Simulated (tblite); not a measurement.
**CH4AlBO (SMILES [CH3][Al]1[BH][O]1): GFN1-xTB**

Aim: a structure relaxation of CH4AlBO. The job is set up through a Python script.

The results are computed with tblite 0.8.0.

33 further runs of the same task are left out: 33 set aside as unsound or not needed.

## Step 1: The system as given

CH4AlBO has 8 atoms, charge 0, and is taken as a singlet. SMILES: `[CH3][Al]1[BH][O]1`. The shape comes from GFN2-xTB, which is rough for such elements, and wasn't checked as a minimum. The run starts from this shape.

Bond lengths: C1–Al2 1.991 Å, Al2–B3 1.995 Å, Al2–O4 1.893 Å, B3–O4 1.294 Å, C1–H5 1.097 Å, C1–H6 1.098 Å, C1–H7 1.098 Å, B3–H8 1.171 Å. Some angles: C1–Al2–B3 142.6°, C1–Al2–O4 103.9°, B3–Al2–O4 38.8°, Al2–B3–O4 66.4°, Al2–O4–B3 74.9°, Al2–C1–H5 111.9°, Al2–C1–H6 111.9°, Al2–C1–H7 112.1°, Al2–B3–H8 159.4°, O4–B3–H8 134.2°.

## Step 2: A structure relaxation at GFN1-xTB

molecule.xyz reads:

```xyz
8

C     -0.827120     1.240630    -0.410140
Al    -0.103310    -0.612140    -0.505500
B      1.115470    -1.888390     0.424810
O      1.038260    -0.732120     0.999740
H     -1.523070     1.449940    -1.231510
H     -1.369120     1.421260     0.527720
H     -0.032560     1.996920    -0.458050
H      1.701460    -2.876100     0.652930
```

run.py reads:

```python
import json
import numpy as np
from tblite.interface import Calculator
from tblite.interface import symbols_to_numbers
from scipy.optimize import minimize

symbols = list(map(str, np.loadtxt("molecule.xyz", skiprows=2, usecols=0, dtype=str, ndmin=1)))
numbers = np.array(symbols_to_numbers(symbols))
positions = np.loadtxt("molecule.xyz", skiprows=2, usecols=(1, 2, 3), ndmin=2) / 0.5291772

calculator = Calculator("GFN1-xTB", numbers, positions, charge=0, uhf=0)
calculator.set("verbosity", 0)
calculator.set("accuracy", 0.01)
last, frames, energies, grads = [None], [], [], []

def fun(x):
    calculator.update(x.reshape(-1, 3))
    last[0] = calculator.singlepoint(last[0])
    return float(last[0].get('energy')), last[0].get('gradient').ravel()

def show(x):
    e, g = fun(x)
    frames.append(x.reshape(-1, 3).tolist())
    energies.append(e)
    grads.append(g.reshape(-1, 3).tolist())
    print(f"{len(energies) - 1:4d} {e:16.9f} {np.abs(g).max():12.3e} {np.linalg.norm(g):12.3e}")

print("step      energy/Eh       max grad     grad norm")
show(positions.ravel())
opt = minimize(fun, positions.ravel(), jac=True, method="BFGS", callback=show, options={"gtol": 3e-05, "maxiter": 500})
print("converged:", opt.success, "-", opt.message)
fun(opt.x)
sp = last[0]
final = opt.x.reshape(-1, 3)
print("final geometry (angstrom)")
for s, p in zip(symbols, final * 0.529177210903):
    print(f"{s:<2} {p[0]:12.6f} {p[1]:12.6f} {p[2]:12.6f}")
print(f"Energy: {sp.get('energy'):.8f} Eh")
eps = np.atleast_2d(sp.get("orbital-energies")) * 27.211386
occ = np.atleast_2d(sp.get("orbital-occupations"))
filled = occ.sum(axis=0) if eps.shape[0] == 1 else occ[0]
homo = np.nonzero(filled > 0.5)[0].max()
print("  MO   occupation   energy/eV")
for i in range(max(0, homo - 4), min(eps.shape[1], homo + 5)):
    print(f"{i + 1:4d} {filled[i]:10.4f} {eps[0, i]:12.4f}")
mu = sp.get("dipole") * 2.541746
print(f"dipole: {np.linalg.norm(mu):.4f} D, components " + " ".join(f"{c:.4f}" for c in mu))
q = sp.get("charges")
print("Charges:", " ".join(f"{s}{i + 1}={c:+.4f}" for i, (s, c) in enumerate(zip(symbols, q))))
out = {k: np.asarray(sp.get(k)).tolist() for k in ("energy", "gradient", "charges", "dipole", "orbital-energies", "orbital-occupations")}
out.update(symbols=symbols, positions=(positions * 0.529177210903).tolist(), final=final.tolist(), frames=frames, step_energies=energies, grads=grads, success=bool(opt.success))
json.dump(out, open("results.json", "w"))
```

Started as:

```sh
$ python run.py
```

**Question.** What will come out? Wanted: total energy at the end; dipole moment; HOMO energy; LUMO energy; HOMO–LUMO gap.

**Answer.** As computed:

At GFN1-xTB:

| quantity | value |
| --- | --- |
| total energy at the end | -11.68091 Eh |
| dipole moment | 4.01 D |
| HOMO energy | -9.87 eV |
| LUMO energy | -6.57 eV |
| HOMO–LUMO gap | 3.31 eV |

**Reading.** At the final geometry: Bond lengths: C1–Al2 2.096 Å, Al2–B3 2.155 Å, B3–O4 1.250 Å, C1–H5 1.099 Å, C1–H6 1.101 Å, C1–H7 1.101 Å, B3–H8 1.175 Å. Angles: C1–Al2–B3 122.9°, Al2–B3–O4 76.0°, Al2–C1–H5 115.6°, Al2–C1–H6 110.6°, Al2–C1–H7 110.6°, Al2–B3–H8 138.4°, O4–B3–H8 145.6°, H5–C1–H6 106.7°, H5–C1–H7 106.6°, H6–C1–H7 106.3°. The optimisation took 44 steps and changed the energy by -0.321 eV.
